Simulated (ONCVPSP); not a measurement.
# Co: generating and testing an ONCV potential

Do these settings give a usable potential? It is generated, then checked for transferability, scattering, ghosts and hardness.

Program: ONCVPSP 4.0.1.1 (patched build). Reference atom: LDA (Perdew-Wang 92), scalar-relativistic, spherical and spin-unpolarised. All values are calculated.

## 1. The atom and the settings

Typed settings, in words:

```json
{
 "element": "cobalt (Co, Z = 27)",
 "type": "optimised norm-conserving Vanderbilt (ONCV)",
 "frozen core": "[Ne]",
 "valence charge": "17",
 "reference configuration": "3s2 3p6 3d7 4s1.75 4p0.25",
 "partial waves": "3s+4s: rc 1.10 bohr, ncon 3, nbas 7, qcut 8.8 1/bohr, 2 projectors; 3p+4p: rc 1.18 bohr, ncon 4, nbas 7, qcut 6.7 1/bohr, 2 projectors; 3d: rc 1.10 bohr, ncon 3, nbas 8, qcut 12.4 1/bohr, 2 projectors, debl 3.4 Ha",
 "local potential": "polynomial inside 0.90 bohr (lpopt 4, dvloc0 3 Ha)",
 "core correction": "not asked for"
}
```

An earlier all-electron run gives the scale for the radii.

All-electron outer shells of the reference configuration (LDA (PZ), scalar-relativistic, ld1.x):

| shell | level (eV) | outermost node (bohr) | outermost maximum (bohr) |
| --- | --- | --- | --- |
| 2s | -897.56 | 0.08 | 0.21 |
| 2p | -769.93 | – | 0.17 |
| 3s | -102.36 | 0.31 | 0.67 |
| 3p | -66.01 | 0.28 | 0.68 |
| 3d | -8.94 | – | 0.66 |
| 4s | -6.00 | 0.96 | 2.29 |
| 4p | -1.65 | 1.05 | 3.17 |

## 2. The generation run

Co.dat reads:

```
# ATOM AND REFERENCE CONFIGURATION
# atsym  z   nc   nv     iexc    psfile
  Co 27.00    3    5  -001012      upf
#
#   n    l    f
    1    0    2.00
    2    0    2.00
    2    1    6.00
    3    0    2.00
    3    1    6.00
    3    2    7.00
    4    0    1.75
    4    1    0.25
#
# PSEUDOPOTENTIAL AND OPTIMIZATION
# lmax
    2
#
#   l,   rc,      ep,       ncon, nbas, qcut
    0    1.10    0.00    3    7    8.80
    1    1.18    0.00    4    7    6.70
    2    1.10    0.00    3    8   12.40
#
# LOCAL POTENTIAL
# lloc, lpopt,  rc(5),   dvloc0
    4    4    0.90    3.00
#
# VANDERBILT-KLEINMAN-BYLANDER PROJECTORs
# l, nproj, debl
    0    2    0.40
    1    2    2.00
    2    2    3.40
#
# MODEL CORE CHARGE
# icmod, fcfact, rcfact
    0    0.00    0.00
#
# LOG DERIVATIVE ANALYSIS
# epsh1, epsh2, depsh
   -5.00    5.00    0.04
#
# OUTPUT GRID
# rlmax, drl
    6.00    0.01
#
# TEST CONFIGURATIONS
# ncnf
    4
# nvcnf
#   n    l    f
    5
    3    0    2.00
    3    1    6.00
    3    2    7.00
    4    0    2.00
    4    1    0.00
#
    5
    3    0    2.00
    3    1    6.00
    3    2    7.00
    4    0    1.00
    4    1    0.00
#
    5
    3    0    2.00
    3    1    6.00
    3    2    7.00
    4    0    0.00
    4    1    0.00
#
    5
    3    0    2.00
    3    1    6.00
    3    2    8.00
    4    0    1.00
    4    1    0.00
#
```

On the command line:

```console
oncvpsp.x < Co.dat > Co.out
```

Before running it: what results should come out? Wanted: cutoffs for 1 and 0.1 mHa per electron, occupied waves; bound ghosts; GHOST(+) flags; largest test error; largest phase difference near zero energy, channels read.

As calculated:

| quantity | value |
| --- | --- |
| cutoffs for 1 and 0.1 mHa per electron, occupied waves | 91 Ha and 109 Ha |
| bound ghosts | none found |
| GHOST(+) flags | none at low energy |
| largest test error (AE − PS) | +5.5 meV, for 3s2 3p6 3d8 4s1 4p0 (1 test unsolved) |
| largest phase difference near zero energy, channels read | 0.000 rad |

What this shows: By total energies transferability is good where solved: the largest error is 5.5 meV on 2.3 eV, for 3s2 3p6 3d8 4s1 4p0. Of the tests 1 gave no usable energy difference, which is a warning in itself. It counts as very hard, with 91 Ha needed at the looser tolerance. At the looser tolerance the 3p wave is the slowest; 3d needs 65 Ha. It is free of bound ghosts as far as tested. Near zero energy the phases of the channels with partial waves agree within 0.001 rad. These are tests on the free atom; a crystal test is still owed.
